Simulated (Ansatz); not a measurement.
# C₄H₄F₆O: one species, many methods

Aim: compute C₄H₄F₆O with functionals from several rungs and with coupled cluster. The yardstick is the atomisation energy at the CCSD(T) limit.

Method: functionals in def2-TZVPP, the program's frozen cores in correlated methods; program: Ansatz 0.2.0, Gaussian basis.

Plan: LDA (SPW92), PBE-D4, revPBE-D4, BLYP-D4, r2SCAN-D4, B97M-V, PBE0-D4, B3LYP-D4, r2SCANh-D4, r2SCAN0-D4, HSE06-D4, BHLYP-D4, CAM-B3LYP-D4, LC-ωPBE, ωB97X-V, ωB97M-V, B2PLYP, PBE-QIDH; CCSD(T)/def2-SVP; CCSD(T)/def2-TZVPP; MP2/def2-QZVPP; extrapolation to the limit; RPA on PBE.

### Step 1. Structure used throughout

An earlier PBE0-D4 in a triple-zeta def2 set relaxation fixed the geometry.

SMILES `FCC(F)(F)OC(F)(F)CF`, 15 atoms, charge 0, spin multiplicity 1.

Atoms are counted from 1 here; the program's logs count them from 0.

Bond lengths: F1–C2 1.365 Å, C2–C3 1.515 Å, C2–H12 1.092 Å, C2–H13 1.092 Å, C3–F4 1.348 Å, C3–F5 1.341 Å, C3–O6 1.375 Å, O6–C7 1.375 Å, C7–F8 1.341 Å, C7–F9 1.348 Å, C7–C10 1.515 Å, C10–F11 1.365 Å, C10–H14 1.092 Å, C10–H15 1.092 Å. Angles: F1–C2–C3 110.1°, F1–C2–H12 109.7°, F1–C2–H13 109.7°, C3–C2–H12 108.7°, C3–C2–H13 108.1°, H12–C2–H13 110.4°, C2–C3–F4 107.8°, C2–C3–F5 111.1°, C2–C3–O6 108.9°, F4–C3–F5 107.1°, F4–C3–O6 110.5°, F5–C3–O6 111.4°, C3–O6–C7 121.3°, O6–C7–F8 111.4°, O6–C7–F9 110.5°, O6–C7–C10 108.9°, F8–C7–F9 107.1°, F8–C7–C10 111.1° and more.

### Step 2. LDA

This LDA is Slater exchange with PW92 correlation.

File in.yaml:

```yaml
crystal:
  periodic: [false, false, false]
  atoms:
    - {symbol: F, position_ang: [-2.184910, 1.793408, 0.285536]}
    - {symbol: C, position_ang: [-2.248442, 0.658986, -0.470158]}
    - {symbol: C, position_ang: [-1.231867, -0.351645, 0.020313]}
    - {symbol: F, position_ang: [-1.371682, -1.468606, -0.721654]}
    - {symbol: F, position_ang: [-1.466586, -0.693370, 1.296114]}
    - {symbol: O, position_ang: [0.029476, 0.174545, -0.133579]}
    - {symbol: C, position_ang: [1.111499, -0.361174, 0.525037]}
    - {symbol: F, position_ang: [1.062177, -1.701689, 0.536321]}
    - {symbol: F, position_ang: [1.131405, 0.045842, 1.810186]}
    - {symbol: C, position_ang: [2.382164, 0.132943, -0.135732]}
    - {symbol: F, position_ang: [2.437315, -0.298873, -1.428989]}
    - {symbol: H, position_ang: [-2.030212, 0.898254, -1.513144]}
    - {symbol: H, position_ang: [-3.241646, 0.213055, -0.380645]}
    - {symbol: H, position_ang: [3.232625, -0.266427, 0.421533]}
    - {symbol: H, position_ang: [2.388674, 1.224752, -0.111158]}
basis:
  gaussian: {orbitals: def2-TZVPP}
hamiltonian: {xc: lda}
output: {orbitals: {seedname: orbitals}}
```

Run with:

```
ansatz run in.yaml --threads 4 --pin off --events-out ev --progress --plain --max-ram 66560MiB --backend cuda --devices 0, --max-vram 37GiB
```

The runs that follow: PBE-D4 (GGA); revPBE-D4 (GGA); BLYP-D4 (GGA); r2SCAN-D4 (meta-GGA); B97M-V (meta-GGA); PBE0-D4 (hybrid); B3LYP-D4 (hybrid); r2SCANh-D4 (hybrid); r2SCAN0-D4 (hybrid); HSE06-D4 (hybrid); BHLYP-D4 (hybrid); CAM-B3LYP-D4 (range-separated); LC-ωPBE (range-separated); ωB97X-V (range-separated); ωB97M-V (range-separated); B2PLYP (double hybrid); PBE-QIDH (double hybrid); CCSD(T) in def2-SVP; CCSD(T) in def2-TZVPP; MP2 in def2-QZVPP; RPA on PBE orbitals.

Q: Predict the results of all the runs planned. Wanted: atomisation energy, CCSD(T)/CBS; farthest beyond LDA; mean size of error, GGA; mean size of error, meta-GGA; mean size of error, hybrid; mean size of error, range-separated; mean size of error, double hybrid; gap, smallest and largest; T1 diagnostic.

**Answer**, as computed:

```
                               quantity                                             value
        atomisation energy, CCSD(T)/CBS                                     6146.2 kJ/mol
 functionals within 30.7 kJ/mol (0.5 %)  revPBE-D4, BLYP-D4, B97M-V, r2SCANh-D4, PBE-QIDH
                    farthest beyond LDA                          BHLYP-D4 (-342.0 kJ/mol)
                mean size of error, GGA                                      109.5 kJ/mol
           mean size of error, meta-GGA                                       26.7 kJ/mol
             mean size of error, hybrid                                      106.9 kJ/mol
    mean size of error, range-separated                                       46.6 kJ/mol
      mean size of error, double hybrid                                       53.2 kJ/mol
              gap, smallest and largest         8.21 eV (LDA (SPW92)), 16.24 eV (LC-ωPBE)
                          T1 diagnostic                                            0.0118
triples share of the correlation energy                                             3.3 %
```

In words: The LDA atomisation energy is off by 1305.0 kJ/mol (21 %): it overbinds. PBE-D4 is off by +276.2 kJ/mol. Double hybrids carry the basis error of their MP2 part in triple zeta, and no dispersion term here, so their miss is partly the set-up's. By mean error the best rung here is meta-GGA (26.7 kJ/mol) and the worst beyond LDA is GGA (109.5 kJ/mol). hybrid functionals lie within the reference's doubt of that worst mean (106.9 kJ/mol), so those two tie. Misses under about 30.7 kJ/mol are within the doubt on the reference itself, which lacks core-valence correlation, relativity and higher excitations. Hartree-Fock recovers 69 % of the binding; the rest is correlation. CCSD(T) in def2-SVP is off by -282.2 kJ/mol, worse than the median functional, from the basis alone. Orbital gaps span 8.2 to 16.2 eV; exact exchange widens them.
